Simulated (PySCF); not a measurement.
# C2H2N2S2Si (Si(NCS)2H2): the cost of one run

The runs use PySCF 2.14.0; levels as typed in each script, gas phase, geometry from GFN2-xTB.

## 1. The system as given

9 atoms, charge 0, spin multiplicity 1.

Bond lengths: Si1–N2 1.716 Å, Si1–N5 1.711 Å, Si1–H8 1.457 Å, Si1–H9 1.457 Å, N2–C3 1.191 Å, C3–S4 1.550 Å, N5–C6 1.192 Å, C6–S7 1.550 Å. Angles: N2–Si1–N5 102.4°, N2–Si1–H8 108.7°, N2–Si1–H9 109.1°, N5–Si1–H8 109.4°, N5–Si1–H9 108.9°, H8–Si1–H9 117.2°, Si1–N2–C3 162.5°, N2–C3–S4 177.2°, Si1–N5–C6 162.4°, N5–C6–S7 177.2°.

Coordinates:

```mol
C2H2N2S2Si
  3D, bonds by distance, orders not assigned

  9  8  0  0  0  0  0  0  0  0999 V2000
   -0.0028    1.3539   -0.0002 Si  0  0
    1.3358    0.2801   -0.0263 N   0  0
    2.4454   -0.1537   -0.0093 C   0  0
    3.8588   -0.7887    0.0058 S   0  0
   -1.3347    0.2798    0.0266 N   0  0
   -2.4441   -0.1543    0.0094 C   0  0
   -3.8574   -0.7896   -0.0059 S   0  0
   -0.0173    2.1134   -1.2429 H   0  0
    0.0180    2.1130    1.2438 H   0  0
  1  2  8  0
  1  5  8  0
  1  8  8  0
  1  9  8  0
  2  3  8  0
  3  4  8  0
  5  6  8  0
  6  7  8  0
M  END
```

## 2. Density, bond paths and surface potential (TPSS/def2-svpd)

The input, input.py:

```python
import numpy as np
from pyscf import gto, scf, dft
from pyscf.scf import atom_ks, atom_hf
from scipy.linalg import block_diag

def solve(mol, dm0=None, hcore=None):
    mf = (dft.UKS if mol.spin else dft.RKS)(mol, xc='tpss')
    mf.grids.level = 3
    mf = mf.density_fit(auxbasis='def2-universal-jkfit')
    mf.conv_tol, mf.max_cycle = 1e-8, 80
    if hcore is not None:
        mf.get_hcore = lambda *args: hcore
    mf.kernel(dm0)
    if not mf.converged:
        mf = mf.newton().run(mf.mo_coeff, mf.mo_occ, max_cycle=30)
    assert mf.converged, 'SCF not converged'
    return mf

mol = gto.M(atom='''
Si    -0.00278     1.35389    -0.00016
N      1.33583     0.28014    -0.02630
C      2.44539    -0.15374    -0.00926
S      3.85881    -0.78868     0.00582
N     -1.33467     0.27981     0.02659
C     -2.44414    -0.15432     0.00939
S     -3.85740    -0.78959    -0.00591
H     -0.01725     2.11342    -1.24286
H      0.01797     2.11299     1.24379
''', basis='def2-svpd', charge=0, spin=0, verbose=4)
mf = solve(mol)
mf.analyze()
# spherically averaged free atoms, for the promolecule
atm = atom_ks.get_atm_nrks(mol, xc='tpss')
pro = block_diag(*[(atm[a[0]][2] * atm[a[0]][3]) @ atm[a[0]][2].T for a in mol._atom])
np.savez('result.npz', e=mf.e_tot, c=mf.mo_coeff, occ=mf.mo_occ, eps=mf.mo_energy, pro=pro, dip=mf.dip_moment(verbose=0), s2=mf.spin_square()[0])
```

On the command line:

```console
$ OMP_NUM_THREADS=1 python input.py
```

Q: Estimate wall time and peak memory on 1 thread of Intel Xeon at 2.50GHz (Skylake/Cascade Lake), shared host.

About 1.8 min, with a peak of 0.66 GiB.
